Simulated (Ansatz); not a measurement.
Predict the output of the script below (Ansatz 0.2.0, Python API).

Script `pa.py`:
```python
'''Adding a proton to CH4GeS.'''

import ansatz
import numpy as np

geometry_ang = [
    ('C', (-0.7191, -0.2815, -0.5112)),
    ('S', (-0.4877, -1.4787, 0.7183)),
    ('Ge', (0.7432, 0.4097, 0.3786)),
    ('H', (-0.4869, -0.5825, -1.5566)),
    ('H', (-1.6789, 0.3588, -0.3581)),
    ('H', (0.5192, 1.4559, 1.5189)),
    ('H', (2.1714, 0.0502, -0.2356)),
]
ch4ges = ansatz.Crystal.molecule()
for symbol, xyz in geometry_ang:
    ch4ges = ch4ges.atom(symbol, xyz)

model = (
    ch4ges.calculation()
    .basis(gaussian='def2-SVP')
    .functional('r2SCAN')
    .accuracy('medium')
    .scf(lower_state_search='off')
)
symbols = [site.symbol for site in ch4ges.cartesian_sites]
start = np.array([site.position_ang for site in ch4ges.cartesian_sites], dtype=float)
rep = model.relax(force_tolerance=0.01).run(threads=1).report
end = np.array(rep['positions_ang'])

# start the new hydrogen opposite the existing bonds
away = sum((end[1] - end[j]) / np.linalg.norm(end[1] - end[j]) for j in [0, 2]) + np.array([0.15, 0.1, -0.2])
proton = end[1] + 1.4 * away / np.linalg.norm(away)
acid = ansatz.Crystal.molecule()
for symbol, place in zip(symbols, end):
    acid = acid.atom(symbol, place.tolist())
acid = acid.atom('H', proton.tolist())
protonated = (
    acid.calculation()
    .basis(gaussian='def2-SVP')
    .functional('r2SCAN')
    .accuracy('medium')
    .scf(lower_state_search='off')
    .charge(1)
    .relax(force_tolerance=0.01, max_steps=80)
)
after = protonated.run(threads=1).report
xyz = np.array(after['positions_ang'])
reach = np.linalg.norm(xyz[:-1] - xyz[-1], axis=1)
print(f'base {rep["free_energy_ev"]:.5f} eV, protonated {after["free_energy_ev"]:.5f} eV')
print(f'the proton ends {reach.min():.3f} A from {symbols[reach.argmin()]}{reach.argmin()}')
print(f'electronic proton affinity {23.060548 * (rep["free_energy_ev"] - after["free_energy_ev"]):.1f} kcal/mol')
```

```console
$ python pa.py
base -68442.46367 eV, protonated -68451.26408 eV
the proton ends 1.359 A from S1
electronic proton affinity 202.9 kcal/mol
```

The settings weren't tested for convergence. The proton is put on one chosen atom, which needn't be the most basic site, so the molecule's proton affinity can be higher; the ends are stationary points, not checked by frequencies, and zero-point and thermal terms count only where printed. Run time: 63 s on 1 thread of Arm Neoverse V1 (shared host), peak memory 0.2 GiB.

(Lines on the test bed's own set-up are left out of the output.)
